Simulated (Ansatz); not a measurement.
Wanted: the native input for an Ansatz 0.2.0 run.

| Item | Value |
| --- | --- |
| Task | band structure |
| Functional | PBEsol |
| Potentials or basis | Ansatz PAW |
| Cutoff | 420 eV (not typed: the program's choice for these potentials) |
| k mesh | 7 × 7 × 3 |
| Occupations | fermi-dirac, width 0.05 eV |
| Spin | spin-orbit coupling, no magnetisation |
| Path | [["G", "X", "M", "G", "Z", "R", "A", "Z"], ["X", "R"], ["M", "A"]] |
| Points for each segment of the path | 10 |

Crystal: LaBi2ClO4.

```
Bi La Cl O
1.0
     3.98890    0.00000    0.00000
     0.00000    3.98890    0.00000
     0.00000    0.00000    9.33319
Bi La Cl O
2 1 1 4
Direct
  0.50000 0.50000 0.72162
  0.50000 0.50000 0.27838
  0.00000 0.00000 0.00000
  0.00000 0.00000 0.50000
  0.50000 0.00000 0.83834
  0.50000 0.00000 0.16166
  0.00000 0.50000 0.83834
  0.00000 0.50000 0.16166
```

The cell is a database's computed one.

These files were run (other wordings do the same):

input.yaml

```yaml
crystal:
  lattice:
    - [3.988897, 0.0, 0.0]
    - [0.0, 3.988897, 0.0]
    - [0.0, 0.0, 9.333185]
  atoms:
    - { symbol: Bi, position: [0.5, 0.5, 0.721623] }
    - { symbol: Bi, position: [0.5, 0.5, 0.278377] }
    - { symbol: La, position: [0.0, 0.0, 0.0] }
    - { symbol: Cl, position: [0.0, 0.0, 0.5] }
    - { symbol: O, position: [0.5, 0.0, 0.838344] }
    - { symbol: O, position: [0.5, 0.0, 0.161656] }
    - { symbol: O, position: [0.0, 0.5, 0.838344] }
    - { symbol: O, position: [0.0, 0.5, 0.161656] }
hamiltonian:
  xc: pbesol
  pseudopotentials: { kind: paw_fr }
magnetization:
  noncollinear: true
  spin_orbit: true
kpoints:
  mp_grid: { grid: [7, 7, 3] }
  band_path:
    path:
      - [[0.0, 0.0, 0.0], [0.0, 0.5, 0.0], [0.5, 0.5, 0.0], [0.0, 0.0, 0.0], [0.0, 0.0, 0.5], [0.0, 0.5, 0.5], [0.5, 0.5, 0.5], [0.0, 0.0, 0.5]]
      - [[0.0, 0.5, 0.0], [0.0, 0.5, 0.5]]
      - [[0.5, 0.5, 0.0], [0.5, 0.5, 0.5]]
    npoints: 10
scf:
  occupations: { method: fermi_dirac, width: 0.05 }
  n_extra_bands: 20
output:
  forces: true
  stress: true
  eigenvalues: true
  fatbands: false
```

Potentials or basis: Ansatz PAW.

Command:

```console
$ ansatz run input.yaml --threads 4 --pin off --max-ram 11264MiB --backend cpu --events-out ev --progress --plain --runs-dir out
```

Results of the run:

```
Pressure                : -3.9 GPa
Largest force           : 0.169 eV/Å
Band gap on the k mesh  : 1.15 eV, indirect (least direct gap 1.47 eV)
Band gap along the path : 1.10 eV, indirect (least direct gap 1.47 eV)
```

Caveat: the pressure holds a Pulay correction of +0.4 GPa for the finite cutoff; the PAW data sets come from PBE, with cores solved anew for the run's functional, which leaves a small shift of forces and pressure.

Wall time 98 s on 4 threads of Arm Neoverse V1 (shared host), peak memory 1.9 GiB.
